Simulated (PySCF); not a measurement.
# C5H6FN2O−: magnetic properties

Aim: compute the magnetic properties of C5H6FN2O− (`COCc1cc(F)n[n-]1`).

Computed with PySCF 2.14.0 and routines of our own; the level stands in each step. Atoms count from 0.

## Step 1: The system as given

15 atoms, charge -1, multiplicity 1; geometry from: GFN2-xTB.

## Step 2: Magnetic properties: GIAO wB97X-D/aug-pcSseg-1

The job: settings as JSON, then the geometry in Å.

```
{"job": {"kind": "mag", "xc": "wB97X-D", "basis": "aug-pcSseg-1", "isotopologues": 0}, "charge": -1, "multiplicity": 1}
C     -2.116455     0.486453     0.217577
O     -1.661834    -0.422264    -0.746591
C     -0.577821    -1.227781    -0.265320
C      0.603236    -0.453140     0.212413
C      1.502525     0.315236    -0.535249
C      2.346567     0.788068     0.458640
F      3.430523     1.608710     0.271766
N      2.007997     0.360378     1.665331
N      0.922440    -0.406526     1.513692
H     -2.854491     1.124970    -0.270093
H     -2.583439    -0.036543     1.065125
H     -1.293984     1.097010     0.605008
H     -0.320162    -1.860791    -1.121965
H     -0.940285    -1.861696     0.559317
H      1.530770     0.495907    -1.594011
```

Level: GIAO wB97X-D/aug-pcSseg-1 magnetisability, rotational g tensor and spin-rotation constants, non-relativistic, gas phase.

Command:

```sh
$ OMP_NUM_THREADS=1 python excited_run.py task.json out
```

The driver reads the jobs from task.json and runs them one after another.

Standard output:

```text
coarse grid: 13448 points
cycle   1  E = -478.3159756245  dE =  1.730e+00  |g| = 7.991e-01  |ddm| = 7.832e+00
cycle   2  E = -478.3078271679  dE =  8.148e-03  |g| = 9.243e-01  |ddm| = 3.221e+00
cycle   3  E = -478.4520050589  dE = -1.442e-01  |g| = 8.313e-02  |ddm| = 1.413e+00
cycle   4  E = -478.4533000596  dE = -1.295e-03  |g| = 4.711e-02  |ddm| = 4.221e-01
cycle   5  E = -478.4537766247  dE = -4.766e-04  |g| = 1.397e-02  |ddm| = 1.397e-01
cycle   6  E = -478.4538219122  dE = -4.529e-05  |g| = 6.578e-03  |ddm| = 5.152e-02
cycle   7  E = -478.4538318870  dE = -9.975e-06  |g| = 1.157e-03  |ddm| = 2.188e-02
final grid: 133072 points
cycle   8  E = -478.5258272513  dE = -2.181e-04  |g| = 9.546e-03  |ddm| = 4.777e-01
cycle   9  E = -478.5258217466  dE =  5.505e-06  |g| = 1.167e-02  |ddm| = 6.141e-02
cycle  10  E = -478.5258458273  dE = -2.408e-05  |g| = 9.342e-04  |ddm| = 2.071e-02
cycle  11  E = -478.5258459786  dE = -1.513e-07  |g| = 7.411e-04  |ddm| = 7.953e-03
cycle  12  E = -478.5258461102  dE = -1.316e-07  |g| = 1.308e-04  |ddm| = 2.654e-03
cycle  13  E = -478.5258461154  dE = -5.242e-09  |g| = 5.454e-05  |ddm| = 6.500e-04
cycle  14  E = -478.5258461165  dE = -1.043e-09  |g| = 1.758e-05  |ddm| = 3.069e-04
cycle  15  E = -478.5258461166  dE = -1.203e-10  |g| = 5.750e-06  |ddm| = 1.330e-04
converged SCF energy = -478.5258461166

Magnetisability tensor (1e-30 J/T^2)
    -1239.15      348.52       56.25
      348.52    -1442.69      -75.03
       56.25      -75.03    -1017.33
isotropic -1233.06   principal values   -1716.57  -1004.76   -977.85
isotropic susceptibility -74.257 1e-6 cm^3/mol

Inertial axes            a          b          c
rot. const./GHz      4.0380     0.9252     0.8863
chi total           -62.923    -62.034    -97.813
chi diamagnetic    -412.110  -1346.907  -1392.210
chi paramagnetic    349.187   1284.873   1294.397
quadrupole/D A      -15.956      0.400     15.556
g nuclear            0.5784     0.5347     0.5273
g electronic        -0.6624    -0.5585    -0.5390
g total             -0.0840    -0.0238    -0.0117

Spin-rotation constants (kHz, H = +C I.J)
atom  isotope        aa         bb         cc
  6    19F        2.834      1.037      0.558
  7    14N        0.957      0.179      0.081
  8    14N        1.062      0.177      0.085
  9     1H       -0.178     -0.029     -0.046
 10     1H       -0.279      0.032     -0.080
 11     1H        0.191     -0.086     -0.054
 12     1H       -0.340     -0.046      0.043
 13     1H       -0.252      0.043     -0.070
 14     1H       -0.368      0.095     -0.077
  0    13C*       0.962      0.194      0.136
  1    17O*      -0.225     -0.064     -0.115
  2    13C*       0.947      0.218      0.203
  3    13C*       1.954      0.306      0.206
  4    13C*       1.016      0.312      0.132
  5    13C*       2.047      0.324      0.287
* in the singly substituted isotopologue
```

Run time: 1.7 min. Hardware: 1 thread of AMD EPYC 7R43, shared host; peak memory 1.3 GiB.

Key values:

```tsv
quantity	value
magnetisability	-1233·10⁻³⁰ J/T²
molar susceptibility	-74.3·10⁻⁶ cm³/mol
rotational g (a, b, c)	-0.0840, -0.0238, -0.0117
```

## Step 3: Magnetic properties: common gauge origin PBE/pcSseg-0

The job, as its differences from that of step 2:

```diff
@@ -1,2 +1,2 @@
-{"job": {"kind": "mag", "xc": "wB97X-D", "basis": "aug-pcSseg-1", "isotopologues": 0}, "charge": -1, "multiplicity": 1}
+{"job": {"kind": "mag", "xc": "PBE", "basis": "pcSseg-0", "gauge": [0, 0, 0]}, "charge": -1, "multiplicity": 1}
 C     -2.116455     0.486453     0.217577
```

Method: common gauge origin PBE/pcSseg-0 magnetisability, rotational g tensor and spin-rotation constants, non-relativistic, gas phase.

Standard output:

```text
coarse grid: 13448 points
cycle   1  E = -477.0235186068  dE =  1.289e+00  |g| = 7.411e-01  |ddm| = 4.420e+00
cycle   2  E = -476.8010607792  dE =  2.225e-01  |g| = 1.302e+00  |ddm| = 2.969e+00
cycle   3  E = -477.1353283466  dE = -3.343e-01  |g| = 1.956e-01  |ddm| = 1.813e+00
cycle   4  E = -477.1427195326  dE = -7.391e-03  |g| = 8.099e-02  |ddm| = 3.067e-01
cycle   5  E = -477.1436461625  dE = -9.266e-04  |g| = 5.262e-02  |ddm| = 1.897e-01
cycle   6  E = -477.1443087672  dE = -6.626e-04  |g| = 9.031e-03  |ddm| = 7.920e-02
cycle   7  E = -477.1443235319  dE = -1.476e-05  |g| = 3.320e-03  |ddm| = 1.217e-02
cycle   8  E = -477.1443256758  dE = -2.144e-06  |g| = 1.566e-03  |ddm| = 5.928e-03
final grid: 133072 points
cycle   9  E = -477.0581182767  dE = -2.414e-05  |g| = 1.205e-02  |ddm| = 4.021e-02
cycle  10  E = -477.0580477102  dE =  7.057e-05  |g| = 2.246e-02  |ddm| = 3.552e-02
cycle  11  E = -477.0581466667  dE = -9.896e-05  |g| = 3.384e-03  |ddm| = 2.521e-02
cycle  12  E = -477.0581491034  dE = -2.437e-06  |g| = 1.002e-03  |ddm| = 4.902e-03
cycle  13  E = -477.0581493201  dE = -2.168e-07  |g| = 1.797e-04  |ddm| = 1.487e-03
cycle  14  E = -477.0581493255  dE = -5.363e-09  |g| = 9.950e-05  |ddm| = 3.501e-04
cycle  15  E = -477.0581493276  dE = -2.145e-09  |g| = 3.483e-05  |ddm| = 1.580e-04
cycle  16  E = -477.0581493279  dE = -2.914e-10  |g| = 4.741e-06  |ddm| = 5.538e-05
converged SCF energy = -477.0581493279

Magnetisability tensor (1e-30 J/T^2)
    -5201.59     3126.97     1586.67
     3126.97   -13373.91      233.21
     1586.67      233.21   -13736.24
isotropic -10770.58   principal values  -14572.13 -13850.17  -3889.44
isotropic susceptibility -648.619 1e-6 cm^3/mol

Inertial axes            a          b          c
rot. const./GHz      4.0380     0.9252     0.8863
chi total          -234.499   -833.953   -877.406
chi diamagnetic    -409.984  -1344.533  -1390.422
chi paramagnetic    175.485    510.579    513.016
quadrupole/D A      -16.007     -0.072     16.079
g nuclear            0.5784     0.5347     0.5273
g electronic        -0.3329    -0.2219    -0.2136
g total              0.2455     0.3127     0.3137

Spin-rotation constants (kHz, H = +C I.J)
atom  isotope        aa         bb         cc
  6    19F        3.937      1.194      0.555
  7    14N        1.021      0.180      0.069
  8    14N        1.228      0.122      0.055
  9     1H        0.472      0.494      0.333
 10     1H       -0.722      0.248      0.101
 11     1H        0.095     -0.895     -0.959
 12     1H        0.221     -0.067     -0.198
 13     1H       -0.492     -0.051     -0.167
 14     1H        0.544     -0.331     -0.306
  0    13C*       0.688      0.126      0.075
  1    17O*      -0.330     -0.133     -0.083
  2    13C*       0.610      0.045      0.021
  3    13C*       1.506      0.071     -0.074
  4    13C*       0.847      0.115     -0.067
  5    13C*       1.587      0.126      0.043
* in the singly substituted isotopologue
```

Wall time 12 s (1 thread of AMD EPYC 7R43, shared host); peak memory 0.49 GiB.

It converged, yet the result is unsound: a common gauge origin replaces GIAOs, so the magnetic properties depend on where the origin lies.

## Step 4: Outcome

```
                                                  quantity                               value
       magnetisability (step 2, GIAO wB97X-D/aug-pcSseg-1)                    -1233·10⁻³⁰ J/T²
  molar susceptibility (step 2, GIAO wB97X-D/aug-pcSseg-1)                  -74.3·10⁻⁶ cm³/mol
rotational g (a, b, c) (step 2, GIAO wB97X-D/aug-pcSseg-1)           -0.0840, -0.0238, -0.0117
                                                      runs  0 failed, 1 ended on unsound input
```

For an ion, the motion of the centre of mass in the field is left out. Vibrational averaging and real surroundings are missing from these values.
